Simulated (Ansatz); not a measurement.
What does this script print? It uses Ansatz 0.2.0 through its Python package.

Script `torsion_brh3s2si.py`:
```python
'''Rigid torsion scan of BrH3S2Si.'''

import logging
import sys

import ansatz
from ase import Atoms

logging.basicConfig(stream=sys.stdout, format='%(levelname)s %(message)s')
log = logging.getLogger('ansatz_job')
log.setLevel(logging.INFO)

atoms = Atoms(['S', 'Si', 'S', 'Br', 'H', 'H', 'H'], positions=[
    [-0.4943, 1.3953, -1.3753],
    [-0.0201, 0.0639, 0.1571],
    [1.8706, -0.7642, -0.2707],
    [-1.4354, -1.546, 0.217],
    [-1.7909, 1.6576, -0.9806],
    [0.0113, 0.7827, 1.4625],
    [1.9201, -1.6572, 0.7443],
])

# relax first, so that the scan starts from a minimum
first = (
    ansatz.Crystal.molecule_from_ase(atoms).calculation()
    .basis(gaussian='def2-SVP')
    .scf(lower_state_search='off')
    .functional('pbe0')
    .relax(force_tolerance=0.02, max_steps=80)
)
atoms.positions = first.run(threads=1, backend='cpu').report['positions_ang']

start = atoms.get_dihedral(0, 1, 2, 6)
energies = {}
for turn in range(0, 360, 30):
    turned = atoms.copy()
    turned.set_dihedral(0, 1, 2, 6, start + turn, indices=[2, 6])
    model = (
        ansatz.Crystal.molecule_from_ase(turned).calculation()
        .basis(gaussian='def2-SVP')
        .correlation('mp2')
        .scf(lower_state_search='off')
    )
    energies[round((start + turn) % 360)] = model.run(threads=1, backend='cpu').report['free_energy_ev']
floor = min(energies.values())
log.info('dihedral S0-Si1-S2-H6 (deg)   E - E(min) (eV)')
for angle, e in sorted(energies.items()):
    log.info(f'{angle:8d} {(e - floor):14.3f}  ' + '#' * int(30 * (e - floor) / max(max(energies.values()) - floor, 1e-9)))
```

Output of `python torsion_brh3s2si.py`:
```text
INFO dihedral S0-Si1-S2-H6 (deg)   E - E(min) (eV)
INFO        5          0.101  #####################
INFO       35          0.139  ##############################
INFO       65          0.137  #############################
INFO       95          0.105  ######################
INFO      125          0.047  ##########
INFO      155          0.008  #
INFO      185          0.038  ########
INFO      215          0.111  ########################
INFO      245          0.128  ###########################
INFO      275          0.060  ############
INFO      305          0.000
INFO      335          0.023  ####
```

What to keep in mind:
- These settings explore the input space; basis and method may be short of convergence.
- The scan is rigid and the energies are electronic, in a modest basis. With rigid groups the curve can differ much from the relaxed path, the start wasn't checked as a minimum of this torsion, and equivalent turns needn't return to the same energy.
- The start is relaxed with a density functional and scanned with the wavefunction method, so it isn't exactly that method's minimum.
- Timing: 78 s on 1 thread of Arm Neoverse V2 (shared host), peak memory 0.29 GiB.

(Lines on the test bed's own set-up are left out of the output.)
